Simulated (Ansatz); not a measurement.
# CH4ClFSSi: up Jacob's ladder to CCSD(T)

An exercise on one series of results from a longer session: the logs are not shown, and one member is left open.

Method: functionals in def2-TZVPP, the program's frozen cores in correlated methods; program: Ansatz 0.2.0, Gaussian basis.

The runs, in order: PBE-D4, r2SCAN-D4, PBE0-D4, B3LYP-D4, ωB97X-V, ωB97M-V, B2PLYP; CCSD(T)/def2-TZVPP; MP2/def2-QZVPP; extrapolation to the limit.

## The relaxed structure

An earlier PBE0-D4 in a triple-zeta def2 set relaxation fixed the geometry.

9 atoms, charge 0, spin multiplicity 1.

Atoms are counted from 1 here; the program's logs count them from 0.

Bond lengths: F1–C2 1.385 Å, C2–Si3 1.886 Å, C2–H6 1.096 Å, C2–H7 1.095 Å, Si3–S4 2.126 Å, Si3–Cl5 2.050 Å, Si3–H8 1.479 Å, S4–H9 1.344 Å. Angles: F1–C2–Si3 110.4°, F1–C2–H6 108.6°, F1–C2–H7 108.6°, Si3–C2–H6 110.1°, Si3–C2–H7 110.9°, H6–C2–H7 108.1°, C2–Si3–S4 104.8°, C2–Si3–Cl5 109.2°, C2–Si3–H8 112.4°, S4–Si3–Cl5 112.9°, S4–Si3–H8 111.0°, Cl5–Si3–H8 106.7°, Si3–S4–H9 93.8°.

Set-up of the first run:

in.yaml

```yaml
crystal:
  periodic: [false, false, false]
  atoms:
    - {symbol: F, position_ang: [-0.729527, 1.188577, 1.874622]}
    - {symbol: C, position_ang: [0.245368, 0.453337, 1.220078]}
    - {symbol: Si, position_ang: [-0.369785, -0.091875, -0.477373]}
    - {symbol: S, position_ang: [1.258916, -1.162986, -1.326234]}
    - {symbol: Cl, position_ang: [-0.891551, 1.562386, -1.569465]}
    - {symbol: H, position_ang: [0.491287, -0.422806, 1.830461]}
    - {symbol: H, position_ang: [1.146582, 1.069260, 1.129678]}
    - {symbol: H, position_ang: [-1.575676, -0.943062, -0.392075]}
    - {symbol: H, position_ang: [0.512986, -1.699130, -2.306691]}
basis:
  gaussian: {orbitals: def2-TZVPP}
hamiltonian: {xc: pbe, dispersion: d4}
output: {forces: true, orbitals: {seedname: orbitals}}
```

On the command line:

```bash
$ ansatz run in.yaml --threads 4 --pin off --events-out ev --progress --plain --max-ram 10444MiB
```

Among the steps run: PBE-D4 (GGA); r2SCAN-D4 (meta-GGA); PBE0-D4 (hybrid); B3LYP-D4 (hybrid); ωB97X-V (range-separated); ωB97M-V (range-separated); B2PLYP (double hybrid); CCSD(T) in def2-TZVPP; MP2 in def2-QZVPP.

One table of the session follows, with a row left open; its other results are not shown here.

| method | atomisation energy (kJ/mol) |
| --- | --- |
| PBE-D4 | 3097.1 |
| r2SCAN-D4 | 3060.1 |
| PBE0-D4 | 3045.1 |
| B3LYP-D4 | ? |
| ωB97X-V | 3065.9 |
| ωB97M-V | 3063.9 |
| B2PLYP | 2991.0 |
| HF/def2-TZVPP | 2205.7 |
| MP2/def2-TZVPP | 3015.3 |
| CCSD/def2-TZVPP | 2901.5 |
| CCSD(T)/def2-TZVPP | 2951.9 |
| MP2/CBS | 3111.1 |
| CCSD(T)/CBS | 3047.7 |

Q: Estimate the row for B3LYP-D4 from the others.

The run gave: atomisation energy (kJ/mol): 3023.8. In the column «atomisation energy (kJ/mol)» it lies between MP2/def2-TZVPP (3015.3) and PBE0-D4 (3045.1).

To keep in mind: Free atoms (1 F, 1 C, 1 Si, 1 S, 1 Cl, 4 H) were run apart at each level; the atomisation energy is their sum less the molecule, without zero-point or spin-orbit terms.
